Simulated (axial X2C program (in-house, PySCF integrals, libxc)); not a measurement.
# AuAl⁺: bond curves with and without spin–orbit coupling

What are the state, bond length, wavenumber and bond energy of AuAl⁺, and what does spin–orbit coupling change?

The runs use an in-house X2C program for linear molecules on PySCF integrals; all-electron X2C, Au dyall-cv3z, Al dyall-v3z.

All values are calculated.

## (1) Set-up

Input file task.json:

```json
{"zs": [79, 13], "q": 1, "bas": ["dyall-cv3z", "dyall-v3z"], "levels": ["PBE0", "HF", "TPSS"], "cc": true, "r0": 2.5, "thr": -2.0, "nmax": 90, "npts": 10, "nst": 2, "ntry": 6}
```

Keys: zs atomic numbers; q charge; bas basis sets; levels methods (HF also brings MP2); cc coupled cluster on or off; r0 starting distance in Å; thr threshold in hartree for freezing inner shells (an s shell follows its p shell); nmax most natural virtual spinors; npts points asked for on the curve; nst determinants followed; ntry starts of the search.

Started as:

```console
> python so2c.py task.json out
```

Spin-free means the one-electron spin-free X2C Hamiltonian; two-component (2c) means X2C with spin–orbit coupling and atomic mean-field two-electron Coulomb and Gaunt terms. Basis: Au dyall-cv3z contracted to [13s14p9d6f4g], Al dyall-v3z contracted to [8s8p2d1f]; Gaussian nuclei, density fitting. Masses: Au 196.967 u, Al 26.982 u.

Notation: σ, π±, δ± give the projection m of an orbital's angular momentum (0, ±1, ±2), α and β its spin, Λ and M_S the sums; ω is the projection of a spinor's total angular momentum and Ω the sum. Logs are in hartree.

The runs that follow: PBE0, spin-free; HF, spin-free; TPSS, spin-free; MP2 and beyond, spin-free; PBE0, 2c; HF, 2c; TPSS, 2c; MP2 and beyond, 2c.

What does the calculation give? Wanted: for each run, Hamiltonian; Re; ωe; De; μ.

**Answer**, as computed:

Lowest determinant that the search found at its distance, spin-free: M_S = 1/2, Λ = 0 (beyond closed shells: σα).

Lowest determinant that the search found at its distance, 2c: Ω = 1/2 (excess of +ω over −ω: ω = 1/2).

```json
{"Hamiltonian": "spin-free", "level": "PBE0", "Re (Å)": "2.336", "ωe (cm⁻¹)": "309", "De (eV)": "1.62", "μ (D)": "5.80"}
{"Hamiltonian": "spin-free", "level": "MP2", "Re (Å)": "2.280", "ωe (cm⁻¹)": "352", "De (eV)": "1.46", "μ (D)": "n/a"}
{"Hamiltonian": "spin-free", "level": "CCSD", "Re (Å)": "2.355", "ωe (cm⁻¹)": "287.4", "De (eV)": "1.31", "μ (D)": "n/a"}
{"Hamiltonian": "spin-free", "level": "CCSD(T)", "Re (Å)": "2.337", "ωe (cm⁻¹)": "304", "De (eV)": "1.39", "μ (D)": "n/a"}
{"Hamiltonian": "spin-free", "level": "TPSS", "Re (Å)": "2.320", "ωe (cm⁻¹)": "328", "De (eV)": "1.83", "μ (D)": "5.82"}
{"Hamiltonian": "2c", "level": "PBE0", "Re (Å)": "2.334", "ωe (cm⁻¹)": "311", "De (eV)": "1.64", "μ (D)": "5.79"}
{"Hamiltonian": "2c", "level": "MP2", "Re (Å)": "2.278", "ωe (cm⁻¹)": "355", "De (eV)": "1.48", "μ (D)": "n/a"}
{"Hamiltonian": "2c", "level": "CCSD", "Re (Å)": "2.351", "ωe (cm⁻¹)": "290.7", "De (eV)": "1.33", "μ (D)": "n/a"}
{"Hamiltonian": "2c", "level": "CCSD(T)", "Re (Å)": "2.334", "ωe (cm⁻¹)": "308", "De (eV)": "1.40", "μ (D)": "n/a"}
{"Hamiltonian": "2c", "level": "TPSS", "Re (Å)": "2.319", "ωe (cm⁻¹)": "330", "De (eV)": "1.85", "μ (D)": "5.81"}
```

Dipoles are positive if Al is the positive end and refer to the centre of mass. No constants: spin-free HF (too few points lie around the minimum for a second fit to confirm the first); 2c HF (too few points lie around the minimum for a second fit to confirm the first).

At CCSD(T), going from spin-free to two-component changes Re by -3 mÅ, ωe by +1.1 %; the spin-free picture holds up (part of it comes from the scalar share of the two-electron terms). De moves by +0.01 eV; both De rest on single-determinant atoms, which can miss part of an open shell's spin–orbit lowering.

De refers to Au + Al+, each in the lowest determinant found, which need not be this curve's own limit. The state is a single determinant with fixed occupations, the lowest that a limited PBE0 search found. De is counted from the lowest determinant-based energies of the atoms at the same level, without counterpoise correction. Density functionals use the spin component along the axis (collinear). Coupled cluster ran in a truncated set of natural virtual spinors; the MP2 energy of the rest was added. The meta-GGAs lack a current-density term, which matters for open shells with orbital currents, atoms included. T1 at Re is 0.027 (Lee–Taylor), above the customary mark of 0.02.
